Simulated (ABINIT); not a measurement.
Runs of ABINIT 10.8.3 (patched build) on Ag. The cell holds a slab with vacuum, 6 atoms: a = 2.889 Å, b = 2.889 Å, c = 25.215 Å, α = 90.00°, β = 90.00°, γ = 90.00°. The slab is cut from a database's or a generator's crystal, which needn't be the stable form of the element.

```csv
task,level,potentials or basis,cell,preconditioner (iprcel),optimiser (ionmov),force stop (Ha/bohr),gap on the mesh (eV),largest force (eV/Å),work function (eV)
work function,PBE,JTH PAW PBE v2.0,as given,45,-,-,none,(a),4.30
work function,PBE,JTH PAW PBE v2.0,"cell taken from the last step of an earlier PBE relaxation by this program, which needn't have reached its minimum",-,-,-,none,-,4.30
relaxation of the atoms,PBE,JTH PAW PBE v2.0,atoms relaxed,-,2,5e-05,none,-,-
band structure,LDA,JTH PAW LDA v2.0,as given,45,-,-,none,0.53,-
```

Alike in all rows: no spin polarisation; k mesh 9 × 9 × 1; cutoff (eV) 463; smearing fermi-dirac 0.05 eV.

Question: Estimate the missing entries.

Answer: (a) 0.17.

A k mesh can miss the band edges, and the runs leave out spin-orbit coupling on Ag.

A gap of «none» marks a metal or a gap under the smearing width.
